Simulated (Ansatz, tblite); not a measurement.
**SnPhH3 (C6H8Sn): removing and adding an electron**

The task here is to estimate one member of a computed series from the others.

Method: as each input shows; program: Ansatz 0.2.0, Gaussian basis.

The runs, in order: charge +1 doublet, at the geometry of the singlet (PBE0-D4/def2-TZVP, PBE-D4/def2-TZVP, revPBE-D4/def2-TZVP, CCSD(T)/def2-SVP); charge -1 doublet, at the geometry of the singlet (PBE-D4/def2-TZVPD, revPBE-D4/def2-TZVPD); the starting singlet's energies come from earlier runs.

3 further runs of the same task are left out: 1 that didn't finish, 2 set aside as unsound or not needed.

## The structure

The singlet was relaxed beforehand with r2SCAN-D4/def2-SVP.

15 atoms, charge 0, spin multiplicity 1.

Atoms are counted from 1 here; the program's logs count them from 0.

Bond lengths: Sn1–C2 2.150 Å, Sn1–H13 1.714 Å, Sn1–H14 1.714 Å, Sn1–H15 1.715 Å, C2–C3 1.405 Å, C2–C7 1.405 Å, C3–C4 1.399 Å, C3–H8 1.096 Å, C4–C5 1.398 Å, C4–H9 1.094 Å, C5–C6 1.398 Å, C5–H10 1.094 Å, C6–C7 1.399 Å, C6–H11 1.094 Å, C7–H12 1.096 Å. Angles: C2–Sn1–H13 109.1°, C2–Sn1–H14 108.9°, C2–Sn1–H15 110.5°, H13–Sn1–H14 110.5°, H13–Sn1–H15 108.8°, H14–Sn1–H15 109.0°, Sn1–C2–C3 120.6°, Sn1–C2–C7 120.7°, C3–C2–C7 118.7°, C2–C3–C4 120.7°, C2–C3–H8 120.3°, C4–C3–H8 119.0°, C3–C4–C5 120.1°, C3–C4–H9 119.8°, C5–C4–H9 120.1°, C4–C5–C6 119.8°, C4–C5–H10 120.1°, C6–C5–H10 120.1° and more.

Sn takes a core potential in the def2 sets. No spin-orbit coupling is included.

The first run:

File in.yaml:

```yaml
crystal:
  periodic: [false, false, false]
  atoms:
    - {symbol: Sn, position_ang: [0.024172, 0.042313, -2.667127]}
    - {symbol: C, position_ang: [0.009946, 0.015589, -0.517430]}
    - {symbol: C, position_ang: [-1.026633, 0.637191, 0.199525]}
    - {symbol: C, position_ang: [-1.045312, 0.607149, 1.598215]}
    - {symbol: C, position_ang: [-0.025935, -0.044157, 2.298723]}
    - {symbol: C, position_ang: [1.012463, -0.664092, 1.597404]}
    - {symbol: C, position_ang: [1.030053, -0.633641, 0.198864]}
    - {symbol: H, position_ang: [-1.831476, 1.156882, -0.331797]}
    - {symbol: H, position_ang: [-1.858833, 1.096796, 2.142405]}
    - {symbol: H, position_ang: [-0.039628, -0.067169, 3.392465]}
    - {symbol: H, position_ang: [1.814446, -1.172805, 2.141220]}
    - {symbol: H, position_ang: [1.854840, -1.120845, -0.332743]}
    - {symbol: H, position_ang: [1.647206, 0.056718, -3.217233]}
    - {symbol: H, position_ang: [-0.805196, 1.439830, -3.211071]}
    - {symbol: H, position_ang: [-0.760114, -1.349747, -3.291410]}
basis:
  gaussian: {orbitals: def2-TZVP}
total_charge: 1
magnetization: {spin_polarized: true, initial_magnetization: 1}
hamiltonian: {xc: pbe0, dispersion: d4}
scf: {omitted_lower_state_checks: [starts]}
output: {orbitals: {seedname: orbitals}}
```

Launch:

```bash
$ ansatz run in.yaml --threads 4 --pin off --events-out ev --progress --plain --max-ram 4787MiB
```

Steps of the session up to this table: Charge +1 doublet at the fixed geometry, PBE0-D4/def2-TZVP; Charge +1 doublet at the fixed geometry, PBE-D4/def2-TZVP; Charge +1 doublet at the fixed geometry, revPBE-D4/def2-TZVP; Charge +1 doublet at the fixed geometry, CCSD(T)/def2-SVP.

One table of the session follows, with a row left open; its other results are not shown here.

```
             method  vertical ionisation energy (eV)
        HF/def2-SVP                             7.88
   PBE-D4/def2-TZVP                             8.93
revPBE-D4/def2-TZVP                             8.94
  PBE0-D4/def2-TZVP                             9.05
       MP2/def2-SVP                             9.47
      CCSD/def2-SVP                             9.00
   CCSD(T)/def2-SVP                                ?
```

**Question.** Estimate the row for CCSD(T)/def2-SVP.

**Answer.** vertical ionisation energy (eV): 9.07. In the column «vertical ionisation energy (eV)» it lies between PBE0-D4/def2-TZVP (9.05) and MP2/def2-SVP (9.47).

Caveats from the session: The closed-shell reference under CCSD(T)/def2-SVP is unstable towards broken spin symmetry, which adds to the doubt on it. The yardstick is in a double-zeta basis, so levels in larger sets aren't compared like for like. CCSD(T)/def2-SVP isn't at the basis-set limit; small misses against it rank nothing.
